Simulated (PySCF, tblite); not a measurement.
# C4H6BrFGe+ (doublet): geometry, infrared bands and EPR parameters

Wanted: the infrared bands and EPR parameters of C4H6BrFGe+ (doublet) (`F[C+]1[CH][CH2][GeH2][C@H]1Br`), by calculation.

Computed with tblite 0.8.0 and PySCF 2.14.0, with density-fitted response routines of our own, on a single molecule in the gas phase. Atoms are numbered from 0 throughout.

## (1) Starting geometry

13 atoms, charge 1, multiplicity 2; geometry from: force field or distance geometry start.

Bonds of the start (Å): F0–C1 1.38, C1–C2 1.49, C2–C3 1.55, C3–Ge4 1.92, Ge4–C5 1.91, C5–Br6 1.94, C5–C1 1.49, C2–H7 1.10, C3–H8 1.11, C3–H9 1.12, Ge4–H10 1.55, Ge4–H11 1.55, C5–H12 1.10.

## (2) Relaxing the molecule with GFN2-xTB

Job settings and geometry (Å):

```
{"job": {"kind": "relax", "xc": "GFN2-xTB", "basis": "xTB"}, "charge": 1, "multiplicity": 2}
F      1.518800    -1.207600     1.991700
C      0.719600    -0.639300     1.027300
C     -0.529100    -1.343900     0.604000
C     -1.355100    -0.451600    -0.353700
Ge    -0.174900     0.918200    -0.990600
C      1.151100     0.612700     0.351100
Br     1.176100     2.087100     1.607200
H     -0.264600    -2.294000     0.111200
H     -1.763300    -1.053500    -1.187900
H     -2.186300     0.013700     0.226000
H     -0.819300     2.325500    -0.905100
H      0.372800     0.550500    -2.397900
H      2.149800     0.482600    -0.101000
```

Run with:

```sh
$ OMP_NUM_THREADS=1 python probes_run.py task.json out
```

This one command runs all jobs of the session in turn.

**Question.** This job is followed by: GFN2-xTB harmonic vibrations, gas phase; UKS B3LYP, def2-TZVP-core on Br Ge, pcH-1 on C F H, non-relativistic, mean-field spin-orbit, GIAO. What will the session give for the following? strongest single infrared mode (GFN2-xTB); zero-point energy (GFN2-xTB); g(iso) (B3LYP); ⟨S²⟩; largest a(iso).

**Answer**, as computed:

```
                                 quantity                  value
strongest single infrared mode (GFN2-xTB)  1524 cm⁻¹, 223 km/mol
             zero-point energy (GFN2-xTB)          49.6 kcal/mol
                           g(iso) (B3LYP)                2.05875
                                     ⟨S²⟩     0.756 (exact 0.75)
                           largest a(iso)   1H on H12, 116.1 MHz
```

What this shows: Relaxing lowered the energy by 1.758 eV in 102 steps; the close pair that moved most is Ge4–C5, from 1.911 to 2.120 Å. No mode is imaginary among the 33: a minimum at this level. The strongest single mode, at 1524 cm⁻¹, moves mainly C1 and C2. GFN2-xTB is a fitted tight-binding method: band positions and strengths are rough. Its intensities can rank the bands wrongly. The largest share of the spin, 0.42 e, sits on C2. The isotropic g lies 56.4 ppt above the free-electron value. The hyperfine terms hold no scalar relativity, which the heavier nuclei need.
